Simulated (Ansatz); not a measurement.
**FGeH5OSi2: up Jacob's ladder to CCSD(T)**

Aim: compute FGeH5OSi2 with functionals from several rungs and with coupled cluster, and see how far each lands from CCSD(T) at the basis-set limit for the atomisation energy.

Method: functionals in def2-TZVPP, the program's frozen cores in correlated methods; program: Ansatz 0.2.0, Gaussian basis.

The runs, in order: PBE-D4, r2SCAN-D4, PBE0-D4, B3LYP-D4, ωB97X-V, ωB97M-V, B2PLYP; CCSD(T)/def2-TZVPP; MP2/def2-QZVPP; extrapolation to the limit.

**1. The geometry**

An earlier PBE0-D4 in a triple-zeta def2 set relaxation fixed the geometry.

SMILES `F[Si@H]1[O][Ge@H]1[SiH3]`, 10 atoms, charge 0, spin multiplicity 1.

Atoms are counted from 1 here; the program's logs count them from 0.

Bond lengths: F1–Si2 1.589 Å, Si2–O3 1.623 Å, Si2–Ge4 2.261 Å, Si2–H6 1.477 Å, O3–Ge4 1.928 Å, Ge4–Si5 2.378 Å, Ge4–H7 1.542 Å, Si5–H8 1.483 Å, Si5–H9 1.487 Å, Si5–H10 1.486 Å. Angles: F1–Si2–O3 116.7°, F1–Si2–Ge4 122.0°, F1–Si2–H6 106.1°, O3–Si2–Ge4 56.7°, O3–Si2–H6 118.4°, Ge4–Si2–H6 128.2°, Si2–O3–Ge4 78.6°, Si2–Ge4–O3 44.7°, Si2–Ge4–Si5 123.4°, Si2–Ge4–H7 120.7°, O3–Ge4–Si5 107.7°, O3–Ge4–H7 107.4°, Si5–Ge4–H7 114.4°, Ge4–Si5–H8 108.6°, Ge4–Si5–H9 108.4°, Ge4–Si5–H10 110.2°, H8–Si5–H9 109.9°, H8–Si5–H10 110.2° and more.

As a file:

```xyz
10

F    -2.2594    0.7987    1.6064
Si   -0.9522   -0.0597    1.8894
O    -0.6812   -1.3221    0.9052
Ge    0.7667   -0.1435    0.4227
Si    0.5430    0.3689   -1.8884
H    -0.9209   -0.2873    3.3488
H     2.0829   -0.8558    0.7937
H    -0.8094    0.9326   -2.1194
H     1.5779    1.3734   -2.2493
H     0.7358   -0.8563   -2.7063
```

**2. PBE-D4 (GGA)**

The input, in.yaml:

```yaml
crystal:
  periodic: [false, false, false]
  atoms:
    - {symbol: F, position_ang: [-2.259448, 0.798667, 1.606448]}
    - {symbol: Si, position_ang: [-0.952170, -0.059684, 1.889356]}
    - {symbol: O, position_ang: [-0.681180, -1.322080, 0.905245]}
    - {symbol: Ge, position_ang: [0.766723, -0.143480, 0.422719]}
    - {symbol: Si, position_ang: [0.543031, 0.368905, -1.888431]}
    - {symbol: H, position_ang: [-0.920894, -0.287339, 3.348838]}
    - {symbol: H, position_ang: [2.082881, -0.855789, 0.793706]}
    - {symbol: H, position_ang: [-0.809361, 0.932594, -2.119394]}
    - {symbol: H, position_ang: [1.577881, 1.373358, -2.249304]}
    - {symbol: H, position_ang: [0.735838, -0.856252, -2.706285]}
basis:
  gaussian: {orbitals: def2-TZVPP}
hamiltonian: {xc: pbe, dispersion: d4}
output: {forces: true, orbitals: {seedname: orbitals}}
```

Command:

```
$ ansatz run in.yaml --threads 4 --pin off --events-out ev --progress --plain --max-ram 10444MiB
```

After this run come: r2SCAN-D4 (meta-GGA); PBE0-D4 (hybrid); B3LYP-D4 (hybrid); ωB97X-V (range-separated); ωB97M-V (range-separated); B2PLYP (double hybrid); CCSD(T) in def2-TZVPP; MP2 in def2-QZVPP.

**Question.** What will the summary of the whole plan be? Wanted: atomisation energy, CCSD(T)/CBS; farthest; mean size of error, hybrid; mean size of error, range-separated; gap, smallest and largest; T1 diagnostic; triples share of the correlation energy.

The runs gave:

| quantity | value |
| --- | --- |
| atomisation energy, CCSD(T)/CBS | 781.0 kcal/mol |
| functionals within 7.8 kcal/mol (1.0 %) | PBE-D4, r2SCAN-D4, ωB97X-V, ωB97M-V |
| farthest | PBE0-D4 (-17.1 kcal/mol) |
| mean size of error, hybrid | 14.3 kcal/mol |
| mean size of error, range-separated | 4.2 kcal/mol |
| gap, smallest and largest | 3.78 eV (PBE-D4), 9.80 eV (ωB97X-V) |
| T1 diagnostic | 0.0147 |
| triples share of the correlation energy | 3.6 % |

PBE-D4 is off by -2.6 kcal/mol. Double hybrids carry the basis error of their MP2 part in triple zeta, and no dispersion term here, so their miss is partly the set-up's. Misses under about 7.8 kcal/mol are within the doubt on the reference itself, which lacks core-valence correlation, relativity and higher excitations, and its outer-core shells are covered unevenly. Hartree-Fock recovers 71 % of the binding; the rest is correlation. The gap grows from 3.8 to 9.8 eV across the functionals, mostly with the share of exact exchange. Correlated methods include outer-core shells of Ge, which these sets cover unevenly.
